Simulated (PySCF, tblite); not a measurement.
# C2H9FO2Si2: geometry, infrared bands and NMR shifts

What infrared bands and NMR shifts should C2H9FO2Si2 (`CO[C@H](F)[SiH2][SiH2]O`) show?

The runs use tblite 0.8.0 and PySCF 2.14.0, with density-fitted response routines of our own; the level of theory stands in each step. All values are computed, except where a source is named. Atoms are numbered from 0 throughout.

**1. Starting geometry**

16 atoms, charge 0, multiplicity 1; geometry from: force field or distance geometry start.

Bonds of the start (Å): C0–O1 1.39, O1–C2 1.39, C2–F3 1.39, C2–Si4 1.83, Si4–Si5 2.23, Si5–O6 1.72, C0–H7 1.13, C0–H8 1.09, C0–H9 1.12, C2–H10 1.13, Si4–H11 1.49, Si4–H12 1.48, Si5–H13 1.50, Si5–H14 1.45, O6–H15 0.99.

**2. Optimising the geometry with GFN2-xTB**

Job settings and geometry (Å):

```
{"job": {"kind": "relax", "xc": "GFN2-xTB", "basis": "xTB"}, "charge": 0, "multiplicity": 1}
C     -2.081200     1.129100    -0.271600
O     -1.210200     0.808500     0.768000
C     -1.140200    -0.575600     0.827000
F     -1.655800    -0.905600     2.077800
Si     0.539600    -1.301500     0.703700
Si     2.027500    -0.000700    -0.319900
O      2.610400     1.239000     0.720600
H     -3.078300     0.676700    -0.002800
H     -1.755900     0.733600    -1.236000
H     -2.244500     2.234600    -0.344300
H     -1.809200    -1.026600     0.033000
H      0.417900    -2.520900    -0.139300
H      1.030400    -1.629600     2.063700
H      3.222000    -0.839700    -0.649300
H      1.539400     0.584700    -1.552500
H      3.580400     1.403200     0.578000
```

Launch:

```sh
> OMP_NUM_THREADS=1 python probes_run.py task.json out
```

This one command runs all jobs of the session in turn.

**Question.** This job is followed by: GFN2-xTB harmonic vibrations, gas phase; GIAO PBE0/pcSseg-1 NMR shielding, non-relativistic, gas phase. Predict these results of the whole session: strongest single infrared mode (GFN2-xTB); zero-point energy (GFN2-xTB); ¹³C shifts against TMS (PBE0/pcSseg-1); ¹H shifts against TMS (PBE0/pcSseg-1, means over atoms taken as alike); ¹⁷O shifts against H2O (PBE0/pcSseg-1); ¹⁹F shifts against CFCl3 (PBE0/pcSseg-1); ²⁹Si shifts against TMS (PBE0/pcSseg-1).

The runs gave:

| quantity | value |
| --- | --- |
| strongest single infrared mode (GFN2-xTB) | 662 cm⁻¹, 723 km/mol |
| zero-point energy (GFN2-xTB) | 66.5 kcal/mol |
| ¹³C shifts against TMS (PBE0/pcSseg-1) | 118.4, 59.6 ppm |
| ¹H shifts against TMS (PBE0/pcSseg-1, means over atoms taken as alike) | 5.57, 5.56, 5.49, 4.26, 4.20, 3.61, 0.27 ppm |
| ¹⁷O shifts against H2O (PBE0/pcSseg-1) | 85.1, -2.4 ppm |
| ¹⁹F shifts against CFCl3 (PBE0/pcSseg-1) | -170.3 ppm |
| ²⁹Si shifts against TMS (PBE0/pcSseg-1) | -24.8, -66.1 ppm |

**Reading.** Over 241 steps the energy fell by 0.977 eV; of the close pairs, C2–Si4 changed most, 1.834 to 1.926 Å. All 42 modes are real, so the xTB geometry is a minimum. The strongest single mode, at 662 cm⁻¹, is spread over several atoms, H12, H11, H13, H14 among them. GFN2-xTB is a fitted tight-binding method: band positions and strengths are rough. Its intensities can rank the bands wrongly. At PBE0/pcSseg-1: The largest span, 181 ppm, is at F3, where the paramagnetic term is -133 ppm.
